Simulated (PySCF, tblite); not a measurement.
# C₆H₅F₃O: dynamics, then NMR shifts on frames

How do NMR shifts of C₆H₅F₃O (`O=C(C1=CCC1)C(F)(F)F`) change as the atoms move?

Programs: tblite 0.8.0 and PySCF 2.14.0, with density-fitted response routines of our own. Each step states its level of theory. These are calculated values for one molecule in the gas phase, unless marked as measured. Atoms are numbered from 0 throughout.

### 1 The molecule as given

15 atoms, charge 0, multiplicity 1; geometry from: GFN2-xTB.

Bonds of the start (Å): O0–C1 1.20, C1–C2 1.44, C2–C3 1.35, C3–C4 1.49, C4–C5 1.55, C1–C6 1.56, C6–F7 1.33, C6–F8 1.34, C6–F9 1.35, C5–C2 1.51, C3–H10 1.07, C4–H11 1.09, C4–H12 1.09, C5–H13 1.09, C5–H14 1.09.

### 2 Dynamics with GFN2-xTB

Job settings and geometry (Å):

```
{"job": {"kind": "md", "xc": "GFN2-xTB", "basis": "xTB", "temperature": 300, "steps": 2000, "every": 50, "frames": 5}, "charge": 0, "multiplicity": 1}
O      1.594691     1.643194    -1.035075
C      1.243258     0.635255    -0.476625
C     -0.102325     0.260690    -0.122521
C     -0.662231    -0.812196     0.475752
C     -2.049725    -0.268166     0.376884
C     -1.421265     0.969338    -0.311530
C      2.298433    -0.434372    -0.052430
F      3.537876    -0.097462    -0.394617
F      2.038083    -1.629295    -0.611848
F      2.286959    -0.627404     1.278601
H     -0.280404    -1.732718     0.878454
H     -2.725230    -0.852720    -0.245119
H     -2.531886    -0.072672     1.332867
H     -1.711094     1.121664    -1.347899
H     -1.519554     1.904855     0.233193
```

Level: GFN2-xTB Langevin dynamics, gas phase.

Run with:

```console
> OMP_NUM_THREADS=1 python probes_run.py task.json out
```

The driver reads the jobs from task.json and runs them one after another.

The program printed:

```text
t/fs     T/K      E/eV
    0.0   239.3   -914.21345
   25.0   122.5   -913.90038
   50.0   285.1   -913.92635
   75.0   160.2   -913.86204
  100.0   196.7   -913.91292
  125.0   203.5   -913.96674
  150.0   196.8   -913.88142
  175.0   201.7   -913.87069
  200.0   200.2   -913.85358
  225.0   223.8   -913.84435
  250.0   141.9   -913.72491
  275.0   211.4   -913.83011
  300.0   295.6   -913.93398
  325.0   284.5   -913.76964
  350.0   278.5   -913.69340
  375.0   269.5   -913.74136
  400.0   213.2   -913.59612
  425.0   293.2   -913.83174
  450.0   254.4   -913.73148
  475.0   249.4   -913.79702
  500.0   341.4   -913.80775
  525.0   246.6   -913.51555
  550.0   434.2   -913.78662
  575.0   235.3   -913.71594
  600.0   248.6   -913.70994
  625.0   355.9   -913.81674
  650.0   297.1   -913.72573
  675.0   337.3   -913.82168
  700.0   328.0   -913.63702
  725.0   301.8   -913.57667
  750.0   410.3   -913.57063
  775.0   275.3   -913.39619
  800.0   347.0   -913.75427
  825.0   236.3   -913.72665
  850.0   302.3   -913.81704
  875.0   251.2   -913.78371
  900.0   289.9   -913.83153
  925.0   250.5   -913.68318
  950.0   352.5   -913.55781
  975.0   278.5   -913.65158
 1000.0   359.6   -913.75888
```

Run time: 28 s. Hardware: 1 thread of AMD EPYC, shared host; peak memory 0.19 GiB.

Distance from the start (root mean square after alignment): 0 fs 0.00 Å, 200 fs 0.22 Å, 400 fs 0.38 Å, 600 fs 0.24 Å, 800 fs 0.37 Å, 1000 fs 0.25 Å.

Positions (Å) and forces (eV/Å) at 1000 fs:

```xyz
15

O     1.617    1.880    0.433   -0.371   -0.006   -0.137
C     1.199    0.833    0.009    0.321   -0.368    0.050
C    -0.210    0.497   -0.260    1.755    0.123   -0.065
C    -1.006   -0.569   -0.429   -0.803    1.752    0.016
C    -2.258    0.252   -0.557   -0.009    0.501    1.094
C    -1.300    1.477   -0.395   -1.112    0.798   -0.811
C     2.237   -0.330   -0.260   -0.092   -0.285   -1.616
F     3.548   -0.040   -0.376   -0.764    0.350    0.531
F     1.956   -0.910   -1.485   -0.148    0.182    0.722
F     2.098   -1.274    0.654    0.037   -0.356    0.308
H    -0.973   -1.562   -0.231    0.548   -2.559    0.130
H    -2.908    0.135   -1.438    0.487    0.171    0.446
H    -2.852    0.219    0.393    0.093   -0.394   -0.937
H    -1.284    2.165   -1.244    0.199   -0.113    0.078
H    -1.459    2.049    0.508   -0.140    0.204    0.190
```

### 3 Shielding tensors: 250 fs, PBE0/pcSseg-1

Job settings and geometry (Å):

```
{"job": {"kind": "nmr", "xc": "PBE0", "basis": "pcSseg-1", "pop": false}, "charge": 0, "multiplicity": 1}
O      1.392400     1.326700    -1.473200
C      0.999400     0.549800    -0.599900
C     -0.340900     0.344100    -0.164100
C     -1.101900    -0.598000     0.493400
C     -2.393800     0.016600     0.268600
C     -1.607300     1.068000    -0.545300
C      1.982700    -0.584300    -0.066600
F      3.220400    -0.305900    -0.012100
F      1.817200    -1.663400    -0.855500
F      1.584300    -1.083000     1.094500
H     -0.851800    -1.559600     1.043200
H     -3.051300    -0.666800    -0.304000
H     -2.905000     0.350600     1.193900
H     -1.794300     1.032200    -1.647700
H     -1.638600     2.113000    -0.259600
```

Method: GIAO PBE0/pcSseg-1 NMR shielding, non-relativistic, gas phase.

The program printed:

```text
coarse grid: 13960 points
cycle   1  E = -605.3013471371  dE =  1.955e+00  |g| = 1.164e+00  |ddm| = 3.697e+00
cycle   2  E = -604.4652439503  dE =  8.361e-01  |g| = 2.406e+00  |ddm| = 3.080e+00
cycle   3  E = -605.5215983886  dE = -1.056e+00  |g| = 3.756e-01  |ddm| = 2.552e+00
cycle   4  E = -605.5460088468  dE = -2.441e-02  |g| = 1.437e-01  |ddm| = 4.326e-01
cycle   5  E = -605.5496047331  dE = -3.596e-03  |g| = 3.973e-02  |ddm| = 1.459e-01
cycle   6  E = -605.5499235835  dE = -3.189e-04  |g| = 1.771e-02  |ddm| = 4.750e-02
cycle   7  E = -605.5500021570  dE = -7.857e-05  |g| = 3.754e-03  |ddm| = 1.717e-02
cycle   8  E = -605.5500047306  dE = -2.574e-06  |g| = 1.158e-03  |ddm| = 3.942e-03
final grid: 140128 points
cycle   9  E = -605.6381346556  dE = -2.461e-05  |g| = 1.321e-02  |ddm| = 3.695e-02
cycle  10  E = -605.6380098126  dE =  1.248e-04  |g| = 2.826e-02  |ddm| = 3.482e-02
cycle  11  E = -605.6381686669  dE = -1.589e-04  |g| = 2.718e-03  |ddm| = 2.589e-02
cycle  12  E = -605.6381701982  dE = -1.531e-06  |g| = 2.945e-04  |ddm| = 2.357e-03
cycle  13  E = -605.6381702076  dE = -9.416e-09  |g| = 1.667e-04  |ddm| = 3.211e-04
cycle  14  E = -605.6381702126  dE = -4.926e-09  |g| = 6.407e-05  |ddm| = 1.702e-04
cycle  15  E = -605.6381702136  dE = -1.001e-09  |g| = 1.688e-05  |ddm| = 7.551e-05
cycle  16  E = -605.6381702136  dE = -6.139e-11  |g| = 5.003e-06  |ddm| = 1.549e-05
converged SCF energy = -605.6381702136

GIAO shielding tensors (ppm)
atom      isotropic    diamagn.    paramagn.     s11        s22        s33       span
  0 O     -318.054     397.251    -715.305   -922.123   -409.724    377.684   1299.807
  1 C       -1.428     245.147    -246.576    -96.913      9.056     83.572    180.485
  2 C       39.819     258.837    -219.018    -54.730     31.243    142.944    197.674
  3 C        7.820     251.487    -243.667    -97.348    -15.431    136.240    233.588
  4 C      154.760     258.866    -104.106    133.910    154.175    176.194     42.283
  5 C      151.921     247.814     -95.894    145.159    148.703    161.900     16.741
  6 C       66.352     246.818    -180.467     53.234     63.541     82.280     29.046
  7 F      290.706     466.481    -175.775    239.122    300.303    332.693     93.570
  8 F      239.339     474.961    -235.622    150.755    224.434    342.827    192.073
  9 F      261.477     478.405    -216.929    188.706    248.981    346.743    158.037
 10 H       23.261      30.990      -7.729     20.894     23.209     25.680      4.786
 11 H       28.536      28.954      -0.418     25.355     26.329     33.925      8.570
 12 H       28.338      28.919      -0.580     25.240     26.151     33.624      8.384
 13 H       27.852      28.361      -0.509     24.669     26.383     32.505      7.835
 14 H       28.631      28.934      -0.303     25.135     27.002     33.757      8.622
```

Run time: 58 s. Hardware: 1 thread of AMD EPYC, shared host; peak memory 0.85 GiB.

The references, computed at this level on geometries of the same kind, shield at (ppm): 1H TMS 31.72, 13C TMS 186.9, 19F CFCl3 170.9, 17O H2O 336.1. Their shielding less the atom's gives the shift. The references are single molecules in the gas phase, so shifts against H2O, NH3, PH3, H3PO4 or CFCl3 are not on the usual liquid scales and can be off by tens of ppm. Each atom is listed at this fixed geometry, with no averaging over motion; a spectrum would average atoms that exchange fast.

```
atoms                               environment  σ (ppm)  δ (ppm)
   C1                    ketone carbonyl carbon     -1.4    188.4
   C3                β carbon of a C=C–C=O unit      7.8    179.1
   C2                α carbon of a C=C–C=O unit     39.8    147.1
   C6                                CF3 carbon     66.4    120.6
   C5                           allylic sp3 CH2    151.9     35.0
   C4                           allylic sp3 CH2    154.8     32.2
  H10  hydrogen on a β carbon of a C=C–C=O unit    23.26     8.46
  H13            hydrogen on an allylic sp3 CH2    27.85     3.86
  H12            hydrogen on an allylic sp3 CH2    28.34     3.38
  H11            hydrogen on an allylic sp3 CH2    28.54     3.18
  H14            hydrogen on an allylic sp3 CH2    28.63     3.09
   O0                             ketone oxygen   -318.1    654.1
   F8                   fluorine of a CF3 group    239.3    -68.4
   F9                   fluorine of a CF3 group    261.5    -90.5
   F7                   fluorine of a CF3 group    290.7   -119.8
```

Ring of atoms C2, C3, C4, C5: NICS(0) -0.2, NICS(1) -2.4, NICS(1)zz -0.3 ppm (means of both faces).

### 4 Shielding tensors: 425 fs, PBE0/pcSseg-1

Job settings and geometry (Å):

```
{"job": {"kind": "nmr", "xc": "PBE0", "basis": "pcSseg-1", "pop": false}, "charge": 0, "multiplicity": 1}
O      1.400500     1.556100    -0.792600
C      0.998500     0.474700    -0.395100
C     -0.380300     0.199300    -0.025000
C     -1.117900    -0.629000     0.754800
C     -2.433200    -0.090500     0.245600
C     -1.621700     0.862100    -0.583100
C      2.032100    -0.773800    -0.140600
F      3.285800    -0.395600    -0.364300
F      1.742700    -1.725300    -1.031100
F      1.944500    -1.296400     1.070000
H     -0.882900    -1.479900     1.352600
H     -2.971300    -0.917000    -0.331400
H     -3.171600     0.318700     0.964400
H     -1.720400     0.649200    -1.682300
H     -1.725700     1.960400    -0.425000
```

With the program's defaults for keys left out, this is: GIAO PBE0/pcSseg-1 NMR shielding, non-relativistic, gas phase.

The program printed:

```text
coarse grid: 13960 points
cycle   1  E = -605.3020006255  dE =  1.809e+00  |g| = 1.174e+00  |ddm| = 3.678e+00
cycle   2  E = -604.4027665611  dE =  8.992e-01  |g| = 2.508e+00  |ddm| = 2.837e+00
cycle   3  E = -605.5342215862  dE = -1.131e+00  |g| = 3.419e-01  |ddm| = 2.308e+00
cycle   4  E = -605.5526605583  dE = -1.844e-02  |g| = 1.567e-01  |ddm| = 4.002e-01
cycle   5  E = -605.5570043916  dE = -4.344e-03  |g| = 2.560e-02  |ddm| = 1.356e-01
cycle   6  E = -605.5571004174  dE = -9.603e-05  |g| = 1.610e-02  |ddm| = 3.462e-02
cycle   7  E = -605.5571657592  dE = -6.534e-05  |g| = 3.082e-03  |ddm| = 1.657e-02
cycle   8  E = -605.5571674963  dE = -1.737e-06  |g| = 8.041e-04  |ddm| = 3.417e-03
final grid: 140128 points
cycle   9  E = -605.6453117774  dE = -2.583e-05  |g| = 1.312e-02  |ddm| = 3.325e-02
cycle  10  E = -605.6452015507  dE =  1.102e-04  |g| = 2.718e-02  |ddm| = 3.216e-02
cycle  11  E = -605.6453452742  dE = -1.437e-04  |g| = 2.625e-03  |ddm| = 2.333e-02
cycle  12  E = -605.6453466784  dE = -1.404e-06  |g| = 2.326e-04  |ddm| = 2.236e-03
cycle  13  E = -605.6453466870  dE = -8.627e-09  |g| = 9.322e-05  |ddm| = 2.921e-04
cycle  14  E = -605.6453466886  dE = -1.591e-09  |g| = 2.637e-05  |ddm| = 9.171e-05
cycle  15  E = -605.6453466887  dE = -1.121e-10  |g| = 1.335e-05  |ddm| = 2.891e-05
converged SCF energy = -605.6453466887

GIAO shielding tensors (ppm)
atom      isotropic    diamagn.    paramagn.     s11        s22        s33       span
  0 O     -316.701     397.773    -714.474   -880.209   -429.078    359.182   1239.391
  1 C       -0.765     245.611    -246.376    -98.751     18.259     78.196    176.946
  2 C       35.864     259.366    -223.502    -55.634     27.601    135.625    191.259
  3 C       23.592     249.840    -226.248    -75.476      0.566    145.685    221.161
  4 C      151.842     257.518    -105.676    132.446    152.433    170.646     38.199
  5 C      151.252     247.261     -96.008    142.523    150.694    160.540     18.017
  6 C       59.793     248.394    -188.601     48.377     54.247     76.756     28.379
  7 F      272.818     467.645    -194.827    196.257    273.831    348.365    152.108
  8 F      258.497     474.408    -215.911    178.025    258.446    339.021    160.996
  9 F      266.799     475.105    -208.306    197.572    258.603    344.222    146.650
 10 H       24.626      32.915      -8.290     23.296     24.191     26.389      3.093
 11 H       27.800      28.388      -0.588     24.775     25.918     32.706      7.930
 12 H       28.350      28.571      -0.221     24.939     26.504     33.607      8.668
 13 H       28.097      28.443      -0.346     25.304     26.544     32.444      7.140
 14 H       27.788      28.455      -0.667     24.187     26.432     32.745      8.558
```

Wall time 58 s (1 thread of AMD EPYC, shared host); peak memory 0.96 GiB.

This run: δ C1 187.7, C3 163.3, C2 151.1, C6 127.1, H10 7.09, H14 3.93 ppm.

[end of part 1 of 2]
